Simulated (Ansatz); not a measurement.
**B4N4 wurtzite atom sphere (B₄N₄H₁₄): structure and electronic state**

What does B4N4 wurtzite atom sphere (B₄N₄H₁₄) look like as a singlet, and where do its frontier electrons sit?

Computed with Ansatz 0.2.0, Gaussian basis. Level: RKS PBE0-D4/def2-TZVP.

The runs, in order: relaxation at PBE0-D4/def2-SVP; a single point at PBE0-D4/def2-TZVP.

3 further runs of the same task are left out: 1 that didn't finish, 2 set aside as unsound or not needed. Runs told in other sessions of the task aren't counted.

### Step 1. The starting structure

22 atoms, charge 0, spin multiplicity 1.

Atoms are counted from 1 here; the program's logs count them from 0.

Bond lengths: B1–N2 1.633 Å, B1–N4 1.556 Å, B1–H9 1.195 Å, B1–H10 1.195 Å, N2–B6 1.555 Å, N2–H11 1.012 Å, N2–H12 1.013 Å, B3–N4 1.556 Å, B3–N5 1.633 Å, B3–H13 1.195 Å, B3–H14 1.195 Å, N4–B7 1.557 Å, N4–H15 1.012 Å, N5–B6 1.555 Å, N5–H16 1.012 Å, N5–H17 1.013 Å, B6–N8 1.554 Å, B6–H18 1.206 Å and more. Angles: N2–B1–N4 104.5°, N2–B1–H9 108.0°, N2–B1–H10 108.1°, N4–B1–H9 111.9°, N4–B1–H10 111.6°, H9–B1–H10 112.3°, B1–N2–B6 113.5°, B1–N2–H11 107.4°, B1–N2–H12 107.6°, B6–N2–H11 110.5°, B6–N2–H12 110.6°, H11–N2–H12 107.0°, N4–B3–N5 104.7°, N4–B3–H13 111.7°, N4–B3–H14 111.7°, N5–B3–H13 108.0°, N5–B3–H14 108.0°, H13–B3–H14 112.4° and more.

Coordinates:

```
B    -1.29876   -0.74428   -0.82512
N    -1.24712   -0.72072    0.80672
B     1.29015   -0.75353   -0.82792
N    -0.00224   -0.00563   -1.26687
N     1.25546   -0.71733    0.80440
B     0.00374    0.00549    1.37643
B     0.00171    1.48905   -0.83091
N     0.00087    1.44905    0.80081
H    -1.30247   -1.88576   -1.17759
H    -2.27979   -0.15868   -1.17403
H    -1.27485   -1.68181    1.12402
H    -2.09648   -0.27697    1.13372
H     1.27642   -1.89753   -1.17155
H     2.27475   -0.18216   -1.18983
H    -0.00197   -0.00694   -2.27847
H     1.29224   -1.67630    1.12706
H     2.10580   -0.26713    1.12051
H     0.00189    0.00769    2.58240
H    -0.99047    2.05271   -1.18500
H     0.99611    2.04717   -1.18626
H    -0.81578    1.95788    1.11624
H     0.81078    1.96574    1.12125
```

The start is a GFN2-xTB geometry.

### Step 2. Optimising with PBE0-D4/def2-SVP

in.yaml

```yaml
crystal:
  periodic: [false, false, false]
  atoms:
    - {symbol: B, position_ang: [-1.298760, -0.744280, -0.825120]}
    - {symbol: N, position_ang: [-1.247120, -0.720720, 0.806720]}
    - {symbol: B, position_ang: [1.290150, -0.753530, -0.827920]}
    - {symbol: N, position_ang: [-0.002240, -0.005630, -1.266870]}
    - {symbol: N, position_ang: [1.255460, -0.717330, 0.804400]}
    - {symbol: B, position_ang: [0.003740, 0.005490, 1.376430]}
    - {symbol: B, position_ang: [0.001710, 1.489050, -0.830910]}
    - {symbol: N, position_ang: [0.000870, 1.449050, 0.800810]}
    - {symbol: H, position_ang: [-1.302470, -1.885760, -1.177590]}
    - {symbol: H, position_ang: [-2.279790, -0.158680, -1.174030]}
    - {symbol: H, position_ang: [-1.274850, -1.681810, 1.124020]}
    - {symbol: H, position_ang: [-2.096480, -0.276970, 1.133720]}
    - {symbol: H, position_ang: [1.276420, -1.897530, -1.171550]}
    - {symbol: H, position_ang: [2.274750, -0.182160, -1.189830]}
    - {symbol: H, position_ang: [-0.001970, -0.006940, -2.278470]}
    - {symbol: H, position_ang: [1.292240, -1.676300, 1.127060]}
    - {symbol: H, position_ang: [2.105800, -0.267130, 1.120510]}
    - {symbol: H, position_ang: [0.001890, 0.007690, 2.582400]}
    - {symbol: H, position_ang: [-0.990470, 2.052710, -1.185000]}
    - {symbol: H, position_ang: [0.996110, 2.047170, -1.186260]}
    - {symbol: H, position_ang: [-0.815780, 1.957880, 1.116240]}
    - {symbol: H, position_ang: [0.810780, 1.965740, 1.121250]}
basis:
  gaussian: {orbitals: def2-SVP}
hamiltonian: {xc: pbe0, dispersion: d4}
scf: {lower_state_search: "off"}
output: {orbitals: {seedname: orbitals}}
relax: {f_tol: 0.02, max_steps: 100}
```

Run with:

```console
> ansatz run in.yaml --threads 4 --pin off --events-out ev --progress --plain --max-ram 4787MiB
```

Further steps of the session: Single point, PBE0-D4/def2-TZVP.

Q: Predict the results of all the runs planned. Wanted: point group; commonest bond, hydrogen aside; HOMO, LUMO at PBE0-D4/def2-TZVP; dipole at PBE0-D4/def2-SVP.

The runs gave:

| quantity | value |
| --- | --- |
| point group | C3 |
| commonest bond, hydrogen aside | B–N, 9 of mean length 1.584 Å |
| HOMO, LUMO at PBE0-D4/def2-TZVP | -7.47, 0.09 eV |
| dipole at PBE0-D4/def2-SVP | 5.61 D |

What this shows: The molecule keeps its bonding pattern by the stored test; the atoms moved 0.46 Å (rms). No usable vibrations, so a minimum isn't proven. Whether this spin is the lowest isn't tested here. The point group is read from a loosely relaxed geometry; soft torsions can leave it below the true symmetry.
